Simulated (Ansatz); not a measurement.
# PBE/def2-SVPD run of AlClF2 (SMILES [F][Al]([F])[Cl])

What is the electronic atomisation energy of AlClF2 at PBE/def2-SVPD? 

Program for the calculation: Ansatz 0.2.0.

46 further runs of the same task are left out: 46 set aside as unsound or not needed.

**1. Starting point**

AlClF2 has 4 atoms, charge 0, and is taken as a singlet. As SMILES, `[F][Al]([F])[Cl]`. The coordinates come from a PBE0-D4/def2-TZVP relaxation.

Bond lengths: F1–Al2 1.631 Å, Al2–F3 1.631 Å, Al2–Cl4 2.061 Å. Angles: F1–Al2–F3 119.0°, F1–Al2–Cl4 120.5°, F3–Al2–Cl4 120.5°.

**2. A single-point energy at PBE/def2-SVPD**

Input file input.yaml:

```yaml
crystal:
  periodic: [false, false, false]
  atoms:
    - symbol: F
      position_ang: [0.997200, 0.721760, 1.149640]
    - symbol: Al
      position_ang: [0.069280, -0.050750, 0.053570]
    - symbol: F
      position_ang: [0.273490, -1.653820, -0.164660]
    - symbol: Cl
      position_ang: [-1.339980, 0.982810, -1.038560]
basis:
  gaussian: {orbitals: def2-SVPD}
magnetization: {spin_polarized: false}
hamiltonian: {xc: {name: PBE}}
accuracy: high
output: {orbitals: {seedname: orbitals}}
```

The run is started by

```console
$ ansatz run input.yaml --threads 1 --pin off --max-ram 3480MiB --events-out events.jsonl --progress --plain --runs-dir runs
```

Standard output:

```text
Warning: RAYON_NUM_THREADS=1 ignored (pool sized by the plan → 1); use --threads N
Functional definition: PBE
  name "PBE"
  parameter kappa = 0.804
  parameter beta = 0.06672455060314922
  exchange = pbe_x(kappa = kappa, mu = beta*pi^2/3)
  correlation = pbe_c(beta = beta)
1804 factors; integrals over basis functions are off by at most 3.3e-9 eV
mean field evaluation 1: about -24530.3702 eV, gradient 5.7e1 eV
mean field evaluation 2: about -24504.6725 eV, gradient 1.4e2 eV
mean field evaluation 4: about -24535.4689 eV, gradient 5.0e0 eV
mean field evaluation 8: about -24535.5320 eV, gradient 4.8e-2 eV
mean field evaluation 16: about -24535.5320 eV, gradient 2.0e-6 eV
mean field -24535.53199393 eV, -901.6641699959 hartree, gradient 2.6e-8 eV, S^2 0.000000; 0 other end points of the search recorded, 0 dependent functions left out
reference -24535.53199751 eV, -901.6641701274 hartree; 24, 24 occupied and 73, 73 virtual orbitals, 1804 factors
Total energy: -24535.53199751 eV, -901.6641701274 hartree
```

It took 4.8 s on 1 thread of Arm Neoverse V2, shared host; peak memory 0.23 GiB.

**3. The Al atom at the same level**

Input file molecule.yaml:

```yaml
crystal:
  periodic: [false, false, false]
  atoms:
    - symbol: Al
      position_ang: [0.000000, 0.000000, 0.000000]
basis:
  gaussian:
    orbitals: def2-SVPD
total_charge: 0
accuracy: high
hamiltonian:
  xc: {name: PBE}
magnetization:
  spin_polarized: true
  initial_magnetization: 1
```

Run the same way, it converges to -242.14242 Eh (log not shown).

**4. The Cl atom at the same level**

Input file run.yaml:

```yaml
crystal:
  periodic: [false, false, false]
  atoms:
    - {symbol: Cl, position_ang: [0.000000, 0.000000, 0.000000]}
basis:
  gaussian:
    orbitals: def2-SVPD
magnetization:
  spin_polarized: true
  initial_magnetization: 1
hamiltonian:
  xc: {name: PBE}
accuracy: high
```

Run the same way, it converges to -459.80679 Eh (log not shown).

**5. The F atom, same level**

Input file input.yaml:

```yaml
crystal:
  periodic: [false, false, false]
  atoms:
    - {symbol: F, position_ang: [0.000000, 0.000000, 0.000000]}
basis:
  gaussian: {orbitals: def2-SVPD}
magnetization: {spin_polarized: true, initial_magnetization: 1}
hamiltonian: {xc: pbe}
accuracy: high
```

Run the same way, it converges to -99.55393 Eh (log not shown).

**6. Summary of results**

At PBE/def2-SVPD:

| quantity | value |
| --- | --- |
| molecule: total energy | -901.66417 Eh |
| molecule: HOMO energy | -8.62 eV |
| molecule: LUMO energy | -2.46 eV |
| molecule: HOMO–LUMO gap | 6.16 eV |
| Al atom: total energy | -242.14242 Eh |
| Al atom: ⟨S²⟩ | 0.755 |
| Cl atom: total energy | -459.80679 Eh |
| Cl atom: ⟨S²⟩ | 0.752 |
| F atom: total energy | -99.55393 Eh |
| F atom: ⟨S²⟩ | 0.751 |
| electronic atomisation energy | 16.520 eV |

Taking the molecule apart into free atoms costs 16.52 eV (1594 kJ/mol), before zero-point energy and without spin-orbit coupling.
